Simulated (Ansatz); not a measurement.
# TaN (rocksalt type): the cost of one run

Method: DFT, LDA, all-electron LAPW, scalar-relativistic, in Ansatz 0.2.0.

## Step 1: Starting point

It takes space group Fm-3m (No. 225, cubic). The conventional cell has a = 4.348 Å, b = 4.348 Å, c = 4.348 Å, α = 90.00°, β = 90.00°, γ = 90.00°. Ta (site symmetry m-3m) is surrounded by 6 N at 2.17 Å. Around N (site symmetry m-3m) lie 6 Ta at 2.17 Å.

As a file:

```xyz
4
Lattice="2.1742 2.1742 0.0000 -2.1742 2.1742 0.0000 0.0000 0.0000 4.3484" Properties=species:S:1:pos:R:3 pbc="T T T"
Ta    0.0000    0.0000    0.0000
Ta    0.0000    2.1742    2.1742
N     0.0000    2.1742    0.0000
N     0.0000    0.0000    2.1742
```

Atoms are numbered in the order of the input: Ta1, Ta2, N3, N4.

## Step 2: Bulk in the slab's orientation, LAPW

The input, input.yaml:

```yaml
crystal:
  lattice:
    - [2.1741843532, 2.1741843532, 0.0]
    - [-2.1741843532, 2.1741843532, 0.0]
    - [0.0, 0.0, 4.3483687065]
  atoms:
    - { symbol: Ta, position: [0.0, 0.0, 0.0] }
    - { symbol: Ta, position: [0.5, 0.5, 0.5] }
    - { symbol: "N", position: [0.5, 0.5, 0.0] }
    - { symbol: "N", position: [0.0, 0.0, 0.5] }
kpoints:
  mp_grid: { grid: [11, 11, 8] }
scf:
  occupations: { method: fermi_dirac, width: 0.08 }
hamiltonian:
  xc: lda
  pseudopotentials: { kind: all_electron, lapw: { basis_error: 0.001 } }
output:
  forces: true
  stress: true
  eigenvalues: true
```

Command:

```sh
$ ansatz run input.yaml --threads 2 --pin off --max-ram 4096MiB --backend cpu --events-out ev --progress --plain --runs-dir out
```

What time and memory should one allow on 2 threads of Intel Xeon 6975P-C (Granite Rapids), shared host?

About 28 s, with a peak of 0.97 GiB.
